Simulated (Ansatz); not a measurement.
# ClH₃MoO₄: up Jacob's ladder to CCSD(T)

One table from this session's results is given with a row withheld; the runs are named, their logs left out.

Computed with Ansatz 0.2.0, Gaussian basis. Level: functionals in def2-TZVPP, the program's frozen cores in correlated methods.

The runs, in order: PBE-D4, r2SCAN-D4, PBE0-D4, B3LYP-D4, ωB97X-V, ωB97M-V, B2PLYP; CCSD(T)/def2-TZVPP; MP2/def2-QZVPP; extrapolation to the limit.

## The geometry

All runs share one geometry, relaxed beforehand with PBE0-D4 in a triple-zeta def2 set. Mo takes the def2 core potential; no spin-orbit term is included.

SMILES `[O]=[Mo]([OH])([OH])([OH])[Cl]`, 9 atoms, charge 0, spin multiplicity 1.

Atoms are counted from 1 here; the program's logs count them from 0.

Bond lengths: O1–Mo2 1.654 Å, Mo2–O3 1.869 Å, Mo2–O4 1.864 Å, Mo2–O5 1.854 Å, Mo2–Cl6 2.409 Å, O3–H7 0.962 Å, O4–H8 0.962 Å, O5–H9 0.962 Å. Angles: O1–Mo2–O3 98.5°, O1–Mo2–O4 110.1°, O1–Mo2–O5 101.5°, O1–Mo2–Cl6 116.8°, O3–Mo2–O4 93.7°, O3–Mo2–O5 155.0°, O3–Mo2–Cl6 78.7°, O4–Mo2–O5 93.4°, O4–Mo2–Cl6 133.0°, O5–Mo2–Cl6 79.0°, Mo2–O3–H7 122.5°, Mo2–O4–H8 121.2°, Mo2–O5–H9 123.9°.

The first run:

File in.yaml:

```yaml
crystal:
  periodic: [false, false, false]
  atoms:
    - {symbol: O, position_ang: [-1.700657, -0.789102, -0.673381]}
    - {symbol: Mo, position_ang: [-0.303771, -0.070108, -0.157240]}
    - {symbol: O, position_ang: [0.458104, -1.538382, 0.712114]}
    - {symbol: O, position_ang: [0.961090, -0.072562, -1.526069]}
    - {symbol: O, position_ang: [-0.707486, 1.725039, -0.384066]}
    - {symbol: Cl, position_ang: [-0.257398, 0.705170, 2.123579]}
    - {symbol: H, position_ang: [0.867359, -1.469641, 1.579824]}
    - {symbol: H, position_ang: [1.228122, -0.890908, -1.956629]}
    - {symbol: H, position_ang: [-0.545372, 2.400495, 0.281858]}
basis:
  gaussian: {orbitals: def2-TZVPP}
hamiltonian: {xc: pbe, dispersion: d4}
output: {forces: true, orbitals: {seedname: orbitals}}
```

Launch:

```console
ansatz run in.yaml --threads 2 --pin off --events-out ev --progress --plain --max-ram 32768MiB --backend cpu
```

Steps of the session up to this table: PBE-D4 (GGA); r2SCAN-D4 (meta-GGA); PBE0-D4 (hybrid); B3LYP-D4 (hybrid); ωB97X-V (range-separated); ωB97M-V (range-separated); B2PLYP (double hybrid).

One of the session's tables, all rows but one given; the rest of the session is left out.

It belongs to the step «Orbital energies across the functionals». 

| functional | HOMO (eV) | LUMO (eV) | gap (eV) |
| --- | --- | --- | --- |
| PBE-D4 | ? | ? | ? |
| r2SCAN-D4 | -7.46 | -4.25 | 3.21 |
| PBE0-D4 | -8.58 | -3.54 | 5.04 |
| B3LYP-D4 | -8.31 | -3.77 | 4.54 |
| ωB97X-V | -11.01 | -1.40 | 9.61 |
| ωB97M-V | -10.88 | -1.41 | 9.46 |

Estimate the missing values for PBE-D4.

As computed: HOMO (eV): -7.11; LUMO (eV): -4.21; gap (eV): 2.89. In the column «HOMO (eV)» it is the highest.
